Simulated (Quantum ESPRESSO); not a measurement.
Hf2F in Quantum ESPRESSO: the effect of target pressure

The system is Hf2F.

```
Hf F
1.0
     3.59857    0.00000    0.00000
    -1.79929    3.11646    0.00000
     0.00000    0.00000    5.01510
Hf F
2 1
Direct
  0.00000 0.00000 0.13565
  0.66667 0.33333 0.51179
  0.00000 0.00000 0.63341
```

The cell was built by a generator and needn't be a form met in nature.

Alike in all runs:

```yaml
Program: Quantum ESPRESSO 7.5
Task: phonons
Functional: LDA
Potentials_or_basis: PseudoDojo 0.4.1 SR LDA standard
Cutoff: 1143 eV
Density_cutoff: 4572 eV
k_mesh: 4 × 4 × 2, shifted
Occupations: fermi-dirac, width 0.05 eV
Spin: no spin polarisation
```

Each run relaxes the cell or the atoms first.

```tsv
target pressure	relaxed volume (Å³/atom)	highest phonon frequency (cm⁻¹)
0 GPa	16.80	405
10 GPa	15.76	466
25 GPa	14.65	536
50 GPa	?	?
80 GPa	12.36	737
```

Question: What does the run with target pressure 50 GPa give?

Answer: Relaxed volume 13.38 Å³/atom; highest phonon frequency 637 cm⁻¹.

Worked out: In Murnaghan's law V^(-B') rises as a straight line in P. The other rows fit best with B' = 3.7, V0 = 16.80 Å³/atom and B0 = 140 GPa, which gives 13.38 Å³/atom at 50 GPa, against the run's 13.38. A parabola through the other rows of the highest phonon frequency, of slope 3.72 cm⁻¹ per GPa there, gives 644 cm⁻¹, against the run's 637.

Caveats: all runs use coarse meshes; the mesh is thin for the phonons of a metal; the cell relaxed to another space group than the one typed; an odd number of electrons without spin polarisation forces a metal; a magnetic or distorted state may lie lower; the volume moved by over 15 % at a fixed basis, so the end points are rough (some runs); the cell is more than 3 GPa from zero pressure, which shifts response properties (some runs).

Runs at the PBE level aren't shown here.
